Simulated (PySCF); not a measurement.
**GeN2H4 (SMILES [NH2][Ge][NH2]) at 5 levels**

Aim: a comparison of 5 runs (HF/3-21G, HF/def2-SVP, B3LYP/6-31G*, MP2/6-31G, CCSD(T)/def2-TZVP) of GeN2H4. Input form: a Python script.

The results are computed with PySCF 2.14.0.

### 1 The molecule

GeN2H4 has 7 atoms, charge 0, and is taken as a singlet. As SMILES, `[NH2][Ge][NH2]`. Geometry: relaxed at PBE0-D4/def2-TZVP. This is one conformer, not always the lowest.

Bond lengths: N1–Ge2 1.827 Å, Ge2–N3 1.827 Å, N1–H4 1.006 Å, N1–H5 1.008 Å, N3–H6 1.008 Å, N3–H7 1.006 Å. Angles: N1–Ge2–N3 97.3°, Ge2–N1–H4 120.9°, Ge2–N1–H5 126.9°, Ge2–N3–H6 126.9°, Ge2–N3–H7 120.9°, H4–N1–H5 112.3°, H6–N3–H7 112.3°.

### 2 Energy and gradient at HF/3-21G (run 1)

Input file job.py:

```python
# [NH2][Ge][NH2]
from pyscf import gto, scf

mol = gto.M(
    atom='''
N   -1.179700   0.092100  -0.683900
Ge  -0.069700  -1.237600  -0.102500
N    1.194700  -0.165000   0.665000
H   -2.029900  -0.124000  -1.176400
H   -1.047800   1.084700  -0.566600
H    1.191600   0.842500   0.702200
H    2.002000  -0.560700   1.116500
''',
    basis='3-21g',
    verbose=4,
    max_memory=1860,
)

hf = scf.RHF(mol)
hf.conv_tol = 1e-10
hf.kernel()
if not hf.converged:
    hf = hf.newton().run(hf.mo_coeff, hf.mo_occ)

energy = hf.e_tot
print('E(%s) = %.9f' % ('HF', energy))
grad = hf.nuc_grad_method().kernel()
dip = hf.dip_moment()
pop, q = hf.mulliken_pop()
```

Started as:

```
$ OMP_NUM_THREADS=1 python job.py
```

The program printed:

```text
PySCF version 2.14.0

[... 59 lines left out ...]
converged SCF energy = -2176.01456516753
[... 14 lines left out ...]
Dipole moment(X, Y, Z, Debye):  0.10716,  1.75121,  0.14519
[... 56 lines left out ...]
charge of    6H =      0.31732
```

Wall time 2.6 s (1 thread of Intel Xeon at 2.70GHz, shared host); peak memory 0.12 GiB.

### 3 Energy and gradient at HF/def2-SVP (run 2)

Input file geometry.xyz:

```xyz
7
GeH4N2
N     -1.179700     0.092100    -0.683900
Ge    -0.069700    -1.237600    -0.102500
N      1.194700    -0.165000     0.665000
H     -2.029900    -0.124000    -1.176400
H     -1.047800     1.084700    -0.566600
H      1.191600     0.842500     0.702200
H      2.002000    -0.560700     1.116500
```

Input file calc.py:

```python
from pyscf import gto, scf

mol = gto.Mole()
mol.atom = 'geometry.xyz'
mol.basis = 'def2-svp'
mol.verbose = 4
mol.spin = 0
mol.max_memory = 1860
mol.build()

myscf = scf.RHF(mol)
myscf.conv_tol = 1e-10
myscf.kernel()
if not myscf.converged:
    myscf = myscf.newton().run(myscf.mo_coeff, myscf.mo_occ)

e_final = myscf.e_tot
print(f'total energy: {e_final:.8f} hartree')
grad = myscf.nuc_grad_method().kernel()
myscf.analyze()
```

Started as:

```
$ OMP_NUM_THREADS=1 python calc.py
```

The program printed:

```text
PySCF version 2.14.0

[... 89 lines left out ...]
MO #5   energy= -46.2023641758229  occ= 2
[... 14 lines left out ...]
MO #20  energy= -0.653937535181351 occ= 2
[... 14 lines left out ...]
MO #35  energy= 0.535658134329131  occ= 0
[... 14 lines left out ...]
MO #50  energy= 1.19976440820802   occ= 0
[... 14 lines left out ...]
MO #65  energy= 2.51388272793391   occ= 0
[... 14 lines left out ...]
MO #80  energy= 3.74384860383727   occ= 0
[... 90 lines left out ...]
Dipole moment(X, Y, Z, Debye):  0.09599,  1.56309,  0.12898
```

Wall time 6.3 s (1 thread of Intel Xeon at 2.70GHz, shared host); peak memory 0.16 GiB.

Runs 3 to 4 aren't shown in full; the table further down has their settings and results.

### 4 A single-point energy at CCSD(T)/def2-TZVP (run 5)

Input file job.py:

```python
# [NH2][Ge][NH2]
from pyscf import gto, scf, cc

mol = gto.M(
    atom='''
N     -2.229310     0.174044    -1.292384
Ge    -0.131714    -2.338725    -0.193697
N      2.257656    -0.311805     1.256668
H     -3.835955    -0.234326    -2.223074
H     -1.980055     2.049786    -1.070719
H      2.251798     1.592094     1.326966
H      3.783232    -1.059569     2.109879
''',
    verbose=3,
    unit='bohr',
    max_memory=1860,
    basis='def2-tzvp',
    spin=0,
)

mf = scf.RHF(mol)
mf.conv_tol = 1e-10
mf.kernel()
if not mf.converged:
    mf = mf.newton().run(mf.mo_coeff, mf.mo_occ)

mycc = cc.CCSD(mf, frozen=11)
mycc.kernel()
e_t = mycc.ccsd_t()
etot = mycc.e_tot + e_t
print('E = %.10f Eh' % etot)
mf.analyze()
```

Started as:

```
$ OMP_NUM_THREADS=1 python job.py
```

The program printed:

```text
converged SCF energy = -2186.67271327974
[... 22 lines left out ...]
MO #19  energy= -0.681274414507909 occ= 2
[... 22 lines left out ...]
MO #42  energy= 0.558538609964546  occ= 0
[... 22 lines left out ...]
MO #65  energy= 1.44143777038717   occ= 0
[... 22 lines left out ...]
MO #88  energy= 2.71743046523465   occ= 0
[... 22 lines left out ...]
MO #111 energy= 4.66922402270303   occ= 0
[... 22 lines left out ...]
MO #134 energy= 33.0809354247019   occ= 0
[... 8 lines left out ...]
Dipole moment(X, Y, Z, Debye):  0.08134,  1.33544,  0.11139
```

Run time: 4.1 min. Hardware: 1 thread of Intel Xeon at 2.70GHz, shared host; peak memory 2.2 GiB.

### 5 The series

| run | level | Cartesian functions | integration grid | energy (Eh) | dipole moment (D) of the reference | HOMO energy (eV) | LUMO energy (eV) | wall time |
| --- | --- | --- | --- | --- | --- | --- | --- | --- |
| 1 | HF/3-21G | no | – | -2176.014565 | 1.76 | -8.83 | 2.88 | 2.6 s |
| 2 | HF/def2-SVP | no | – | -2186.270718 | 1.57 | -9.12 | 2.67 | 6.3 s |
| 3 | B3LYP/6-31G* (Cartesian functions) | yes | 5 | -2188.698802 | 1.87 | -6.30 | -0.52 | 26 s |
| 4 | MP2/6-31G | no | – | -2186.676753 | 1.49 | -9.16 | 2.40 | 8.1 s |
| 5 | CCSD(T)/def2-TZVP | no | – | -2187.370123 | 1.34 | -9.24 | 2.45 | 4.1 min |

### 6 What came out

| quantity | value |
| --- | --- |
| run 5: total energy | -2187.37012 Eh |
| run 5: dipole moment (Hartree–Fock density) | 1.34 D |
| run 5: HOMO energy (Hartree–Fock orbitals) | -9.24 eV |
| run 5: LUMO energy (Hartree–Fock orbitals) | 2.45 eV |
| run 5: HOMO–LUMO gap (Hartree–Fock orbitals) | 11.69 eV |
| run 5: correlation energy (11 core orbitals frozen) | -697.4 mEh |
| run 5: (T) correction | -26.45 mEh |
| run 5: T1 diagnostic | 0.013 |

Over runs 1, 2, 3 the dipole moment (its size) runs from 1.57 D (HF/def2-SVP) to 1.87 D (B3LYP/6-31G*). The two ends differ in method and basis. Over runs 1, 2, 3 the HOMO–LUMO gap runs from 5.78 eV (B3LYP/6-31G*) to 11.80 eV (HF/def2-SVP). All runs together took 4.8 min, the longest 4.1 min.
